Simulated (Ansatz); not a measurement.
**CH3ClGeO: two geometries relaxed**

Are the two ends of the rotation by 180° about the C2–Ge3 bond separate minima, and which lies lower? Each is relaxed from a guess. SMILES of the start: O=[CH][GeH2][Cl].

Method: RKS r2SCANh-D4/def2-SVP, in Ansatz 0.2.0.

### 1 The structure to begin with

Bond lengths: O1–C2 1.219 Å, C2–Ge3 1.930 Å, Ge3–Cl4 2.067 Å, C2–H5 1.098 Å, Ge3–H6 1.569 Å, Ge3–H7 1.583 Å. Angles: O1–C2–Ge3 122.4°, O1–C2–H5 117.4°, Ge3–C2–H5 120.2°, C2–Ge3–Cl4 111.1°, C2–Ge3–H6 109.0°, C2–Ge3–H7 108.1°, Cl4–Ge3–H6 111.0°, Cl4–Ge3–H7 110.2°, H6–Ge3–H7 107.3°.

Coordinates:

```xyz
7

O    -0.4433   -1.8558    0.8591
C     0.2602   -1.1531    0.1539
Ge   -0.0672    0.7351   -0.0780
Cl   -1.9037    1.0671   -0.9662
H     1.1065   -1.6337   -0.3551
H     0.0173    1.4441    1.3192
H     1.0915    1.3283   -0.9786
```

### 2 End point A

Contents of input.yaml:

```yaml
crystal:
  periodic: [false, false, false]
  atoms:
    - { symbol: O, position_ang: [-0.4433, -1.8558, 0.8591] }
    - { symbol: C, position_ang: [0.2602, -1.1531, 0.1539] }
    - { symbol: Ge, position_ang: [-0.0672, 0.7351, -0.078] }
    - { symbol: Cl, position_ang: [-1.9037, 1.0671, -0.9662] }
    - { symbol: H, position_ang: [1.1065, -1.6337, -0.3551] }
    - { symbol: H, position_ang: [0.0173, 1.4441, 1.3192] }
    - { symbol: H, position_ang: [1.0915, 1.3283, -0.9786] }
basis:
  gaussian: { orbitals: def2-SVP }
hamiltonian:
  xc: r2scanh
  dispersion: d4
relax:
  f_tol: 0.015
  max_steps: 40
```

Run with:

```sh
$ ansatz run input.yaml --threads 2 --pin off --max-ram 3072MiB --backend cpu --events-out ev --progress --plain --runs-dir out
```

What it wrote, shortened:

```text
Warning: RAYON_NUM_THREADS=2 ignored (pool sized by the plan → 2); use --threads N
[...]
Functional definition: r2SCANh
[...]
975 factors; integrals over basis functions are off by at most 3.3e-4 eV
[...]
mean field -72157.25183021 eV, -2651.7300948183 hartree, gradient 3.4e-5 eV, S^2 0.000000; 0 other end points of the search recorded, 0 dependent functions left out
[...]
reference -72157.25183747 eV, -2651.7300950852 hartree; 33, 33 occupied and 60, 60 virtual orbitals, 975 factors
relax step   1: F+E_penalty+E_count = -72157.28968360 eV  Δ(F+E_penalty+E_count) = +0.000e0 eV  max|allowed force component| = 2.339e0 eV/Å  Δτ_max = 0.0000 Å  (26 SCF iters, accepted)
[...]
relax step   7: F+E_penalty+E_count = -72157.50395435 eV  Δ(F+E_penalty+E_count) = -6.515e-3 eV  max|allowed force component| = 1.155e-1 eV/Å  Δτ_max = 0.0994 Å  (29 SCF iters, accepted)
[...]
relax step  13: F+E_penalty+E_count = -72157.52452716 eV  Δ(F+E_penalty+E_count) = -4.743e-3 eV  max|allowed force component| = 1.176e-1 eV/Å  Δτ_max = 0.0750 Å  (30 SCF iters, accepted)
[...]
relax step  19: F+E_penalty+E_count = -72157.55206951 eV  Δ(F+E_penalty+E_count) = -7.592e-3 eV  max|allowed force component| = 5.378e-1 eV/Å  Δτ_max = 0.0797 Å  (29 SCF iters, accepted)
[...]
relax step  24: F+E_penalty+E_count = -72157.57242418 eV  Δ(F+E_penalty+E_count) = -4.626e-3 eV  max|allowed force component| = 1.199e-1 eV/Å  Δτ_max = 0.0731 Å  (29 SCF iters, accepted)
relax step  25: F+E_penalty+E_count = -72157.57564122 eV  Δ(F+E_penalty+E_count) = -3.217e-3 eV  max|allowed force component| = 3.121e-1 eV/Å  Δτ_max = 0.0724 Å  (29 SCF iters, accepted)
```

### 3 More of the same log: end point A relaxed

The log, continued, shortened:

```text
relax step  26: F+E_penalty+E_count = -72157.57398468 eV  Δ(F+E_penalty+E_count) = +1.657e-3 eV  max|allowed force component| = 5.549e-1 eV/Å  Δτ_max = 0.1109 Å  (29 SCF iters, rejected (line search))
[...]
relax step  29: F+E_penalty+E_count = -72157.58341616 eV  Δ(F+E_penalty+E_count) = -1.915e-3 eV  max|allowed force component| = 3.274e-1 eV/Å  Δτ_max = 0.0833 Å  (29 SCF iters, accepted)
[...]
relax step  32: F+E_penalty+E_count = -72157.58763979 eV  Δ(F+E_penalty+E_count) = -6.197e-4 eV  max|allowed force component| = 2.537e-2 eV/Å  Δτ_max = 0.0278 Å  (27 SCF iters, accepted)
[...]
relax step  35: F+E_penalty+E_count = -72157.58803563 eV  Δ(F+E_penalty+E_count) = -1.496e-4 eV  max|allowed force component| = 7.745e-2 eV/Å  Δτ_max = 0.0461 Å  (29 SCF iters, accepted)
[...]
reference -72157.55141175 eV, -2651.7411042367 hartree; 33, 33 occupied and 60, 60 virtual orbitals, 975 factors
Total energy: -72157.58828805 eV, -2651.7424594157 hartree
Atom 0 at     0.988381    -1.628547     1.006864 Å, force    -0.001219     0.003119    -0.002050 eV/Å
Atom 1 at     0.233249    -1.204726     0.175866 Å, force     0.000798    -0.002211     0.000947 eV/Å
Atom 2 at    -0.030794     0.769447    -0.006256 Å, force     0.001634    -0.003212     0.001312 eV/Å
Atom 3 at    -1.470808     1.080305    -1.593853 Å, force    -0.000478     0.000968    -0.000656 eV/Å
Atom 4 at    -0.337520    -1.886065    -0.512136 Å, force    -0.000092     0.001208     0.000803 eV/Å
Atom 5 at    -0.602362     1.352768     1.287330 Å, force    -0.000417    -0.000027    -0.000464 eV/Å
Atom 6 at     1.281155     1.448819    -0.403515 Å, force    -0.000226     0.000155     0.000108 eV/Å
Dipole moment:     0.017949     0.073796     0.019833 e Å
```

It took 95 s on 2 threads of Intel Xeon Platinum 8488C (Sapphire Rapids), shared host; peak memory 0.24 GiB.

Relaxation path, one in 2:

```csv
step,energy from step 1 (eV),largest force component (eV/Å)
1,0.0000,2.3392
3,-0.1633,1.4182
5,-0.2004,0.6956
7,-0.2143,0.1155
9,-0.2191,0.1859
11x,-0.2153,0.5855
13,-0.2348,0.1176
15x,-0.2304,1.5426
17,-0.2515,0.1900
19,-0.2624,0.5378
21,-0.2709,0.2110
23x,-0.2731,1.1391
25,-0.2860,0.3121
27,-0.2894,0.1418
29,-0.2937,0.3274
31x,-0.2947,0.1857
33x,-0.2978,0.2046
35,-0.2984,0.0774
37,-0.2986,0.0032
```

Step 1 is the start. 8 steps were tried and not accepted (marked x).

After: Bond lengths: O1–C2 1.200 Å, C2–Ge3 2.000 Å, Ge3–Cl4 2.166 Å, C2–H5 1.124 Å, Ge3–H6 1.530 Å, Ge3–H7 1.530 Å. Angles: O1–C2–Ge3 119.6°, O1–C2–H5 122.0°, Ge3–C2–H5 118.4°, C2–Ge3–Cl4 107.2°, C2–Ge3–H6 110.4°, C2–Ge3–H7 110.4°, Cl4–Ge3–H6 108.5°, Cl4–Ge3–H7 108.4°, H6–Ge3–H7 111.8°.

### 4 Relaxing end B

The second end starts from a geometry with the move made by hand.

Contents of input.yaml:

```yaml
crystal:
  periodic: [false, false, false]
  atoms:
    - { symbol: O, position_ang: [-0.4433, -1.8558, 0.8591] }
    - { symbol: C, position_ang: [0.2602, -1.1531, 0.1539] }
    - { symbol: Ge, position_ang: [-0.0672, 0.7351, -0.078] }
    - { symbol: Cl, position_ang: [1.51729, 1.85652, 0.6317] }
    - { symbol: H, position_ang: [1.1065, -1.6337, -0.3551] }
    - { symbol: H, position_ang: [-0.32515, 1.02644, -1.59806] }
    - { symbol: H, position_ang: [-1.39276, 1.10425, 0.70441] }
basis:
  gaussian: { orbitals: def2-SVP }
hamiltonian:
  xc: r2scanh
  dispersion: d4
relax:
  f_tol: 0.015
  max_steps: 40
```

Run with:

```sh
$ ansatz run input.yaml --threads 2 --pin off --max-ram 3072MiB --backend cpu --events-out ev --progress --plain --runs-dir out
```

What it wrote, shortened:

```text
Warning: RAYON_NUM_THREADS=2 ignored (pool sized by the plan → 2); use --threads N
[...]
[... 1 set-up line as earlier in the session ...]
[...]
974 factors; integrals over basis functions are off by at most 3.4e-4 eV
[...]
mean field -72157.28859336 eV, -2651.7314458391 hartree, gradient 3.8e-5 eV, S^2 0.000000; 0 other end points of the search recorded, 0 dependent functions left out
[...]
reference -72157.28860065 eV, -2651.7314461069 hartree; 33, 33 occupied and 60, 60 virtual orbitals, 974 factors
relax step   1: F+E_penalty+E_count = -72157.32594194 eV  Δ(F+E_penalty+E_count) = +0.000e0 eV  max|allowed force component| = 2.897e0 eV/Å  Δτ_max = 0.0000 Å  (26 SCF iters, accepted)
[...]
relax step   4: F+E_penalty+E_count = -72157.54366914 eV  Δ(F+E_penalty+E_count) = -3.493e-2 eV  max|allowed force component| = 2.670e-1 eV/Å  Δτ_max = 0.0780 Å  (30 SCF iters, accepted)
[...]
relax step   7: F+E_penalty+E_count = -72157.55714035 eV  Δ(F+E_penalty+E_count) = -6.969e-3 eV  max|allowed force component| = 1.770e-1 eV/Å  Δτ_max = 0.1571 Å  (29 SCF iters, accepted)
[...]
relax step  10: F+E_penalty+E_count = -72157.56663501 eV  Δ(F+E_penalty+E_count) = +3.811e-3 eV  max|allowed force component| = 2.974e-1 eV/Å  Δτ_max = 0.0725 Å  (30 SCF iters, rejected (line search))
[...]
relax step  11: F+E_penalty+E_count = -72157.57325918 eV  Δ(F+E_penalty+E_count) = -2.813e-3 eV  max|allowed force component| = 1.243e-1 eV/Å  Δτ_max = 0.0361 Å  (27 SCF iters, accepted)
[...]
relax step  12: F+E_penalty+E_count = -72157.57744805 eV  Δ(F+E_penalty+E_count) = -4.189e-3 eV  max|allowed force component| = 3.227e-1 eV/Å  Δτ_max = 0.0975 Å  (29 SCF iters, accepted)
[...]
974 factors; integrals over basis functions are off by at most 3.9e-4 eV
mean field -72157.54775654 eV, -2651.7409699101 hartree, gradient 7.0e-6 eV, S^2 0.000000; 0 other end points of the search recorded, 0 dependent functions left out
[...]
```

### 5 More of the same log: end point B relaxed

Output, continued, shortened:

```text
reference -72157.54776387 eV, -2651.7409701796 hartree; 33, 33 occupied and 60, 60 virtual orbitals, 974 factors
relax step  13: F+E_penalty+E_count = -72157.58464773 eV  Δ(F+E_penalty+E_count) = -7.200e-3 eV  max|allowed force component| = 8.037e-2 eV/Å  Δτ_max = 0.1500 Å  (30 SCF iters, accepted)
[...]
relax step  19: F+E_penalty+E_count = -72157.58831548 eV  Δ(F+E_penalty+E_count) = -6.097e-5 eV  max|allowed force component| = 1.586e-2 eV/Å  Δτ_max = 0.0177 Å  (27 SCF iters, accepted)
[...]
relax step  20: F+E_penalty+E_count = -72157.58834557 eV  Δ(F+E_penalty+E_count) = -3.010e-5 eV  max|allowed force component| = 1.129e-2 eV/Å  Δτ_max = 0.0130 Å  (27 SCF iters, accepted)
974 factors; integrals over basis functions are off by at most 4.1e-4 eV
mean field -72157.55146980 eV, -2651.7411063701 hartree, gradient 8.2e-5 eV, S^2 0.000000; 1 other end points of the search recorded, 0 dependent functions left out
[...]
reference -72157.55147708 eV, -2651.7411066375 hartree; 33, 33 occupied and 60, 60 virtual orbitals, 974 factors
Total energy: -72157.58835285 eV, -2651.7424617972 hartree
Atom 0 at    -0.608534    -2.016970     0.053434 Å, force     0.011288     0.007395     0.001646 eV/Å
Atom 1 at     0.259990    -1.199016     0.184633 Å, force    -0.001872    -0.002836     0.000011 eV/Å
Atom 2 at    -0.159893     0.739332    -0.074176 Å, force     0.001041    -0.001653     0.003268 eV/Å
Atom 3 at     1.673557     1.843249     0.260251 Å, force    -0.003712    -0.001094    -0.001730 eV/Å
Atom 4 at     1.313743    -1.486390     0.451009 Å, force    -0.009767    -0.001758    -0.002012 eV/Å
Atom 5 at    -0.626208     0.997501    -1.508213 Å, force     0.001275     0.000598     0.000336 eV/Å
Atom 6 at    -1.197075     1.202003     0.951011 Å, force     0.001747    -0.000652    -0.001518 eV/Å
Dipole moment:    -0.050286     0.057301    -0.017461 e Å
```

It took 51 s on 2 threads of Intel Xeon Platinum 8488C (Sapphire Rapids), shared host; peak memory 0.24 GiB.

The steps of the relaxation:

```csv
step,energy from step 1 (eV),largest force component (eV/Å)
1,0.0000,2.8973
2,-0.1438,1.3227
3,-0.1828,1.5765
4,-0.2177,0.2670
5,-0.2217,0.0845
6,-0.2242,0.1731
7,-0.2312,0.1770
8,-0.2445,0.1202
9x,-0.2058,1.8384
10x,-0.2407,0.2974
11,-0.2473,0.1243
12,-0.2515,0.3227
13,-0.2587,0.0804
14,-0.2607,0.0961
15,-0.2611,0.2693
16,-0.2620,0.0861
17,-0.2623,0.0065
18x,-0.2623,0.0464
19,-0.2624,0.0159
20,-0.2624,0.0113
```

Step 1 is the start. 3 steps were tried and not accepted (marked x).

After: Bond lengths: O1–C2 1.200 Å, C2–Ge3 2.000 Å, Ge3–Cl4 2.166 Å, C2–H5 1.124 Å, Ge3–H6 1.530 Å, Ge3–H7 1.530 Å. Angles: O1–C2–Ge3 119.6°, O1–C2–H5 122.0°, Ge3–C2–H5 118.4°, C2–Ge3–Cl4 107.2°, C2–Ge3–H6 110.4°, C2–Ge3–H7 110.4°, Cl4–Ge3–H6 108.5°, Cl4–Ge3–H7 108.4°, H6–Ge3–H7 111.7°.

### 6 Summary of results

```
                           quantity                     value
                              end A  28 moves, 0.299 eV lower
                              end B  16 moves, 0.262 eV lower
largest difference between the ends                    0.01 Å
            end B relative to end A                 -0.000 eV
```

The two relaxations end at one structure, within 0.01 Å: no second minimum was found from this start, which doesn't rule one out.
